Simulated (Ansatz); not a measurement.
# MoH₂ClO₂F₃: how energies converge with the basis set

Aim: see how fast density functionals converge with the basis set for MoH₂ClO₂F₃.

The runs use Ansatz 0.2.0, Gaussian basis; one geometry, several basis sets.

Plan: PBE0-D4/def2-SVP; ωB97M-V/def2-SVP; PBE0-D4/def2-QZVPP; ωB97M-V/def2-QZVPP; the functionals' def2-TZVPP values are taken from earlier runs.

## 1. The geometry

All runs share one geometry, relaxed beforehand with PBE0-D4 in a triple-zeta def2 set. Mo takes the def2 core potential; no spin-orbit term is included.

SMILES `[OH][Mo]([OH])([F])([F])([F])[Cl]`, 9 atoms, charge 0, spin multiplicity 1.

Atoms are counted from 1 here; the program's logs count them from 0.

Bond lengths: O1–Mo2 1.846 Å, O1–H8 0.964 Å, Mo2–O3 1.832 Å, Mo2–F4 1.857 Å, Mo2–F5 1.841 Å, Mo2–F6 1.866 Å, Mo2–Cl7 2.270 Å, O3–H9 0.963 Å. Angles: Mo2–O1–H8 123.8°, O1–Mo2–O3 93.6°, O1–Mo2–F4 83.1°, O1–Mo2–F5 166.9°, O1–Mo2–F6 95.8°, O1–Mo2–Cl7 92.0°, O3–Mo2–F4 167.2°, O3–Mo2–F5 99.5°, O3–Mo2–F6 83.0°, O3–Mo2–Cl7 93.4°, F4–Mo2–F5 84.4°, F4–Mo2–F6 85.0°, F4–Mo2–Cl7 99.2°, F5–Mo2–F6 87.0°, F5–Mo2–Cl7 86.0°, F6–Mo2–Cl7 171.5°, Mo2–O3–H9 128.2°.

As a file:

```xyz
9

O    -0.3503   -1.5340    0.3968
Mo    0.0488    0.1523   -0.2395
O     1.0582    0.5921    1.2247
F    -1.2926   -0.2362   -1.4628
F     0.2433    1.7000   -1.2178
F    -1.2961    1.0350    0.7063
Cl    1.8362   -0.6222   -1.4050
H    -0.9303   -2.1549   -0.0578
H     0.7715    1.0214    2.0380
```

## 2. PBE0-D4 in def2-SVP

in.yaml

```yaml
crystal:
  periodic: [false, false, false]
  atoms:
    - {symbol: O, position_ang: [-0.350338, -1.533964, 0.396847]}
    - {symbol: Mo, position_ang: [0.048824, 0.152323, -0.239491]}
    - {symbol: O, position_ang: [1.058178, 0.592109, 1.224682]}
    - {symbol: F, position_ang: [-1.292588, -0.236185, -1.462791]}
    - {symbol: F, position_ang: [0.243254, 1.700034, -1.217760]}
    - {symbol: F, position_ang: [-1.296081, 1.034982, 0.706323]}
    - {symbol: Cl, position_ang: [1.836155, -0.622212, -1.405020]}
    - {symbol: H, position_ang: [-0.930313, -2.154859, -0.057785]}
    - {symbol: H, position_ang: [0.771507, 1.021370, 2.037997]}
basis:
  gaussian: {orbitals: def2-SVP}
hamiltonian: {xc: pbe0, dispersion: d4}
output: {orbitals: {seedname: orbitals}}
```

The run is started by

```bash
$ ansatz run in.yaml --threads 8 --pin off --events-out ev --progress --plain --max-ram 20889MiB
```

After this run come: ωB97M-V in def2-SVP; PBE0-D4 in def2-QZVPP; ωB97M-V in def2-QZVPP.

Q: Predict the results of all the runs planned. Wanted: PBE0-D4: double and triple zeta above quadruple; ωB97M-V: double and triple zeta above quadruple.

**Answer**, as computed:

| quantity | value |
| --- | --- |
| PBE0-D4: double and triple zeta above quadruple | 21.41, 1.15 eV |
| ωB97M-V: double and triple zeta above quadruple | 21.64, 1.11 eV |

What this shows: For PBE0-D4 the step from double to triple zeta gains 20.26 eV and the next only 1.15 eV. These are total energies; as a rule much of such shifts cancels in differences, which this series doesn't test.
